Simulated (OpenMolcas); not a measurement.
**Lu²⁺ among point charges: CASSCF levels and susceptibility**

Aim: the splitting of the states of Lu²⁺ in the field of 6 point charges, its lowest levels with spin-orbit coupling and its magnetic susceptibility.

Program: OpenMolcas 26.06. Level of theory: state-averaged CASSCF, spin-orbit coupling by RASSI with atomic mean-field integrals. These are calculated values, not measurements, unless marked.

1 further run of the same task is left out (it didn't finish).

### 1 What is computed

```
Species                           : Lu²⁺ (lutetium, Z = 71, 69 electrons)
Basis                             : ANO-RCC-VDZP [7s6p4d2f1g], 68 functions
Scalar Hamiltonian                : DKH2, point nucleus
Inactive shells                   : 1s 2s 2p 3s 3p 3d 4s 4p 4d 4f 5s 5p
Active space                      : 1 electron in 5 orbitals (5d)
Some configurations of this space : 5d
Orbitals                          : optimised for each spin and parity, averaged over all roots
```

The outer shells:

5d
```
5d [↑ ][  ][  ][  ][  ]
```

The ion sits among 6 point charges of -1.7 e arranged as a tetragonal octahedron (D4h), 1.96 Å from the ion, with the axial distance 2.136 Å. The active orbitals were held to one l.

The work runs as a chain of OpenMolcas steps in one folder; each step below is one input file. Labels, J, g values, rates, χT and fits are worked out afterwards by a script from the matrices that RASSI stores. The input lists half of the charges; inversion (Group=XYZ) makes the rest.

### 2 One- and two-electron integrals

The input, a.inp:

```
&GATEWAY
Coord
1

Lu 0.0 0.0 0.0
Basis=ANO-RCC-VDZP
Group=XYZ
NoMove
AngMom=0.0 0.0 0.0
AMFI
XField
3 Angstrom 0
1.960000 0.000000 0.000000 -1.700000
0.000000 1.960000 0.000000 -1.700000
0.000000 0.000000 2.136400 -1.700000
&SEWARD
```

Command:

```
$ OMP_NUM_THREADS=1 MOLCAS_MEM=1689 MOLCAS_PROJECT=a pymolcas a.inp > a.log
```

### 3 CASSCF: doublets of even parity, 5 roots

The input, a.inp:

```
&RASSCF
FileOrb=start.orb
Symmetry=1
Spin=2
nActEl=1 0 0
Inactive=15 19
Ras2=5 0
CIRoot=5 5 1
SDav=5
CIMx=300
Iter=120 100
PrWF=0.3
OrbListing=Nothing
MaxOrb=0
SupSym
1
20 4 5 6 7 8 10 11 12 13 14 16 17 18 19 20 23 24 25 26 27
0
>>> COPY $Project.JobIph JOB001
```

start.orb holds the contracted functions of the basis, ordered by shell, or the orbitals of the step before.

### 4 RASSI: spin-orbit coupling between the states

The input, a.inp:

```
&RASSI
NrOfJobIphs=1 5
1 2 3 4 5
IphNames
JOB001
EJob
SpinOrbit
DIPRint=1.0
SOCoupling=1000.0
Subsets=2
Property=9
'ANGMOM' 1 'ANGMOM' 2 'ANGMOM' 3 'MLTPL  1' 1 'MLTPL  1' 2 'MLTPL  1' 3
'AMFI' 1 'AMFI' 2 'AMFI' 3
SOProperty=3
'ANGMOM' 1 'ANGMOM' 2 'ANGMOM' 3
```

What does the calculation give? Wanted: spin-free ground state; first state of the same spin within the active space; lowest level; next level.

As calculated:

| quantity | value |
| --- | --- |
| method | CASSCF |
| spin-free ground state | 2E, 2-fold in its orbital part |
| first state of the same spin within the active space | 2B2 at 2750 cm⁻¹ |
| lowest level | 2-fold E1/2, g = 0.00, 0.08, 0.08 |
| next level | 378.9 cm⁻¹ |
| χT at 300 K | 0.25 cm³ K/mol |
| effective moment at 300 K | 1.42 μB |

In words: The spin-free ground state (2E) comes to 100 % from free-ion D terms and keeps the highest spin of the shell. χT at 300 K is 0.25, against 0.38 cm³ K/mol for the spin alone, so orbital moment lowers it. The free ion's ground configuration, as NIST lists it, lies outside this active space, so the lowest level here need not be the ground level. The field of point charges can differ much from that of real complexes. This is an electrostatic model: the charges have no orbitals.
